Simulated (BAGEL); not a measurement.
# UHF/cc-pVDZ (density fitting with qzvpp-jkfit) run of CH3GeO2 (SMILES O=[C](O)[GeH2])

What is the energy change on altering one bond length of CH3GeO2 at UHF/cc-pVDZ (density fitting with qzvpp-jkfit)? 

The results are computed with BAGEL 1.2.2.

27 further runs of the same task are left out: 3 that didn't finish, 24 set aside as unsound or not needed.

## 1. The molecule

The species is CH3GeO2 (7 atoms), meant as a doublet with charge 0. SMILES: `O=[C](O)[GeH2]`. The shape comes from GFN2-xTB, which is rough for such elements, and wasn't checked as a minimum.

Bond lengths: O1–C2 1.198 Å, C2–O3 1.324 Å, C2–Ge4 2.016 Å, O3–H5 0.975 Å, Ge4–H6 1.549 Å, Ge4–H7 1.553 Å. Angles: O1–C2–O3 125.4°, O1–C2–Ge4 124.1°, O3–C2–Ge4 110.5°, C2–O3–H5 112.4°, C2–Ge4–H6 103.1°, C2–Ge4–H7 103.1°, H6–Ge4–H7 100.6°.

## 2. The energy at UHF/cc-pVDZ (density fitting with qzvpp-jkfit)

hf.json reads:

```json
{ "bagel" : [

{
  "title" : "molecule",
  "basis" : "cc-pvdz.json",
  "df_basis" : "qzvpp-jkfit",
  "angstrom" : "true",
  "geometry" : [
    { "atom" : "O", "xyz" : [       0.369280,      -0.177670,       1.678780 ] },
    { "atom" : "C", "xyz" : [       0.226560,      -0.370290,       0.504830 ] },
    { "atom" : "O", "xyz" : [       0.980300,      -1.163900,      -0.239600 ] },
    { "atom" : "Ge", "xyz" : [      -1.228880,       0.468290,      -0.609500 ] },
    { "atom" : "H", "xyz" : [       1.692150,      -1.589680,       0.273170 ] },
    { "atom" : "H", "xyz" : [      -1.592590,       1.744060,       0.190610 ] },
    { "atom" : "H", "xyz" : [      -0.446820,       1.089190,      -1.798290 ] }
  ]
},

{ "title" : "uhf", "nopen" : 1 },

{ "title" : "print", "file" : "orbitals.molden", "orbitals" : "true" }

]}
```

The basis set cc-pVDZ is read from a file made from the Basis Set Exchange's data (not shown).

Command:

```sh
$ BAGEL_NUM_THREADS=1 BAGEL hf.json > hf.out
```

Log:

```text
* using 1 threads per process

  ===============================================================
  ===============================================================

  *** Geometry ***

  { "atom" : "O", "xyz" : [      0.697838,     -0.335748,      3.172434 ] },
  { "atom" : "C", "xyz" : [      0.428136,     -0.699747,      0.953990 ] },
  { "atom" : "O", "xyz" : [      1.852499,     -2.199452,     -0.452778 ] },
  { "atom" : "Ge", "xyz" : [     -2.322247,      0.884940,     -1.151788 ] },
  { "atom" : "H", "xyz" : [      3.197700,     -3.004060,      0.516216 ] },
  { "atom" : "H", "xyz" : [     -3.009559,      3.295796,      0.360201 ] },
  { "atom" : "H", "xyz" : [     -0.844367,      2.058271,     -3.398276 ] },

  Number of auxiliary basis functions:      549

  Since a DF basis is specified, we compute 2- and 3-index integrals:
    o Being stored without compression. Storage requirement is 0.031 GB

  Number of basis functions:       84
  Number of electrons      :       57

    * METHOD: MOLECULE                             0.25

  *** Open-shell HF ***

  === Nuclear Repulsion ===
   243.9223153922

      * DIIS with orbital gradients will be used.

  === UHF iteration (cc-pvdz.json) ===
      0      -2264.37934712          0.03255118           0.16
      1      -2264.54154136          0.02478298           0.15
      2      -2264.59863390          0.01695092           0.15
      3      -2264.65023301          0.00175977           0.15
      4      -2264.65125325          0.00086640           0.15
      5      -2264.65160642          0.00029434           0.15
      6      -2264.65166723          0.00013198           0.15
      7      -2264.65168287          0.00006209           0.15
      8      -2264.65169106          0.00002257           0.15
      9      -2264.65169375          0.00001508           0.15
     10      -2264.65169521          0.00000889           0.15
     11      -2264.65169668          0.00000601           0.15
     12      -2264.65169784          0.00000351           0.15
     13      -2264.65169857          0.00000195           0.15
     14      -2264.65169881          0.00000171           0.15
     15      -2264.65169895          0.00000153           0.15
     16      -2264.65169915          0.00000126           0.15
     17      -2264.65169932          0.00000078           0.15
     18      -2264.65169936          0.00000051           0.15
     19      -2264.65169936          0.00000036           0.15
     20      -2264.65169936          0.00000021           0.15
     21      -2264.65169936          0.00000014           0.15
     22      -2264.65169936          0.00000009           0.15
     23      -2264.65169937          0.00000008           0.15
     24      -2264.65169937          0.00000007           0.15
     25      -2264.65169937          0.00000005           0.15
     26      -2264.65169937          0.00000004           0.15
     27      -2264.65169937          0.00000002           0.16
     28      -2264.65169937          0.00000002           0.15
     29      -2264.65169937          0.00000001           0.15
     30      -2264.65169937          0.00000001           0.15
    * SCF iteration converged.

    * S^2 (UHF) is 0.7569

    * Permanent dipole moment:
           (    0.088962,     0.423468,     0.668965) a.u.

    * METHOD: UHF                                  4.89

    * METHOD: PRINT                                0.03

  ===============================================================
```

Wall time 5.7 s (1 thread of AMD EPYC 9R14 (Zen 4), shared host); peak memory 0.14 GiB.

## 3. The distorted shape, same level

hf.json reads:

```json
{ "bagel" : [

{
  "title" : "molecule",
  "basis" : "cc-pvdz.json",
  "df_basis" : "qzvpp-jkfit",
  "angstrom" : "true",
  "geometry" : [
    { "atom" : "O", "xyz" : [    0.805741,   -1.708626,    0.718628 ] },
    { "atom" : "C", "xyz" : [    0.663021,   -1.901246,   -0.455322 ] },
    { "atom" : "O", "xyz" : [    1.416761,   -2.694856,   -1.199752 ] },
    { "atom" : "Ge", "xyz" : [   -0.792419,   -1.062666,   -1.569652 ] },
    { "atom" : "H", "xyz" : [    2.128611,   -3.120636,   -0.686982 ] },
    { "atom" : "H", "xyz" : [   -1.592590,    1.744060,    0.190610 ] },
    { "atom" : "H", "xyz" : [   -0.010359,   -0.441766,   -2.758442 ] }
  ]
},
{ "title" : "uhf", "nopen" : 1 },
{ "title" : "print", "file" : "orbitals.molden", "orbitals" : "true" }

]}
```

The basis set cc-pVDZ is read from a file made from the Basis Set Exchange's data (not shown).

Command:

```sh
$ BAGEL_NUM_THREADS=1 BAGEL hf.json > hf.out
```

Log:

```text
* using 1 threads per process

  ===============================================================
  ===============================================================

  *** Geometry ***

  { "atom" : "O", "xyz" : [      1.522630,     -3.228835,      1.358010 ] },
  { "atom" : "C", "xyz" : [      1.252928,     -3.592834,     -0.860434 ] },
  { "atom" : "O", "xyz" : [      2.677290,     -5.092540,     -2.267203 ] },
  { "atom" : "Ge", "xyz" : [     -1.497455,     -2.008148,     -2.966212 ] },
  { "atom" : "H", "xyz" : [      4.022492,     -5.897147,     -1.298208 ] },
  { "atom" : "H", "xyz" : [     -3.009559,      3.295796,      0.360201 ] },
  { "atom" : "H", "xyz" : [     -0.019576,     -0.834817,     -5.212700 ] },

  Number of auxiliary basis functions:      549

  Since a DF basis is specified, we compute 2- and 3-index integrals:
    o Being stored without compression. Storage requirement is 0.031 GB

  Number of basis functions:       84
  Number of electrons      :       57

    * METHOD: MOLECULE                             0.25

  *** Open-shell HF ***

  === Nuclear Repulsion ===
   236.7688497797

      * DIIS with orbital gradients will be used.

  === UHF iteration (cc-pvdz.json) ===
      0      -2264.18408340          0.03469431           0.17
      1      -2264.37943319          0.02896690           0.16
      2      -2264.47896940          0.01986116           0.15
      3      -2264.55597436          0.00291472           0.16
      4      -2264.56477524          0.00146785           0.16
      5      -2264.56735862          0.00054628           0.16
      6      -2264.56779549          0.00026477           0.16
      7      -2264.56804190          0.00017237           0.16
      8      -2264.56831048          0.00009654           0.16
      9      -2264.56852024          0.00006476           0.16
     10      -2264.56864045          0.00004513           0.16
     11      -2264.56874920          0.00003815           0.16
     12      -2264.56881333          0.00003491           0.16
     13      -2264.56891673          0.00002891           0.16
     14      -2264.56902309          0.00001587           0.16
     15      -2264.56902621          0.00000864           0.16
     16      -2264.56902713          0.00000570           0.16
     17      -2264.56902724          0.00000280           0.16
     18      -2264.56902756          0.00000172           0.16
     19      -2264.56902763          0.00000101           0.16
     20      -2264.56902776          0.00000054           0.17
     21      -2264.56902780          0.00000039           0.16
     22      -2264.56902782          0.00000032           0.16
     23      -2264.56902783          0.00000024           0.15
     24      -2264.56902784          0.00000016           0.16
     25      -2264.56902784          0.00000010           0.16
     26      -2264.56902784          0.00000006           0.16
     27      -2264.56902784          0.00000005           0.16
     28      -2264.56902784          0.00000003           0.16
     29      -2264.56902784          0.00000002           0.16
     30      -2264.56902784          0.00000002           0.16
     31      -2264.56902784          0.00000002           0.15
     32      -2264.56902784          0.00000001           0.16
     33      -2264.56902784          0.00000001           0.16
    * SCF iteration converged.

    * S^2 (UHF) is 1.1112

    * Permanent dipole moment:
           (   -0.218515,     0.231116,     0.661327) a.u.

    * METHOD: UHF                                  5.63

    * METHOD: PRINT                                0.03

  ===============================================================
```

Run time: 6.3 s. Hardware: 1 thread of AMD EPYC 9R14 (Zen 4), shared host; peak memory 0.14 GiB.

## 4. Outcome

Level: UHF/cc-pVDZ (density fitting with qzvpp-jkfit).

```
                                                          quantity           value
                                         first shape: total energy  -2264.65170 Eh
                                        first shape: dipole moment          2.03 D
                                                 first shape: ⟨S²⟩           0.757
                                     distorted shape: total energy  -2264.56903 Eh
                                    distorted shape: dipole moment          1.87 D
                                             distorted shape: ⟨S²⟩           1.111
energy change with the Ge4–H6 bond stretched from 1.549 to 3.408 Å        2.250 eV
```

What this shows: With the Ge4–H6 bond stretched from 1.549 to 3.408 Å the energy rises by 2.25 eV (217 kJ/mol). The first shape isn't relaxed at this level, so the change isn't measured from a minimum. ⟨S²⟩ (distorted shape) is 1.11 where a pure doublet has 0.75: the reference is spin-contaminated.
